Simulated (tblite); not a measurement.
# C7H16N2: the cost of one run

Programs: tblite 0.8.0 and PySCF 2.14.0, with density-fitted response routines of our own. Each step states its level of theory. These are calculated values for one molecule in the gas phase, unless marked as measured. Atoms count from 0, in the outputs and in this text.

## Step 1: The starting structure

25 atoms, charge 0, multiplicity 1; geometry from: force field or distance geometry start.

Bonds of the start (Å): C0–C1 1.36, C1–C2 1.50, C2–N3 1.50, N3–N4 1.47, N4–C5 1.47, N3–C6 1.49, C6–C7 1.54, C6–C8 1.53, C0–H9 1.09, C0–H10 1.08, C1–H11 1.07, C2–H12 1.10, C2–H13 1.10, N4–H14 1.02, C5–H15 1.08, C5–H16 1.10, C5–H17 1.09, C6–H18 1.09, C7–H19 1.10, C7–H20 1.10, C7–H21 1.09, C8–H22 1.09, C8–H23 1.11, C8–H24 1.10.

## Step 2: Optimising the geometry with GFN2-xTB

What the job is given:

```
{"job": {"kind": "relax", "xc": "GFN2-xTB", "basis": "xTB"}, "charge": 0, "multiplicity": 1}
C      3.446000    -0.441000     0.488700
C      2.423600    -0.380900    -0.400400
C      1.078300    -1.001300    -0.174700
N     -0.015700    -0.003800    -0.387300
N     -0.026900     0.984800     0.706800
C      0.175800     2.307700     0.103300
C     -1.340800    -0.671500    -0.482300
C     -1.821100    -1.370900     0.802600
C     -2.407100     0.299100    -0.982600
H      3.331900    -0.942500     1.450300
H      4.389500     0.024700     0.262700
H      2.573700     0.123700    -1.336900
H      1.003200    -1.463800     0.822700
H      0.975000    -1.800700    -0.923000
H      0.729700     0.833300     1.369200
H     -0.614800     2.564100    -0.592200
H      1.149200     2.382000    -0.399300
H      0.162600     3.058100     0.898000
H     -1.260000    -1.440700    -1.252800
H     -2.787500    -1.861000     0.625900
H     -1.967300    -0.665100     1.630200
H     -1.132200    -2.152500     1.123400
H     -2.082000     0.804200    -1.893700
H     -3.347900    -0.240000    -1.209700
H     -2.646300     1.078300    -0.239700
```

The run is started by

```
$ OMP_NUM_THREADS=1 python probes_run.py task.json out
```

One launch serves the whole session: the jobs run in the order shown.

**Question.** How long does this first job take on 1 thread of Arm Neoverse V1, shared host?

About 1.1 s.
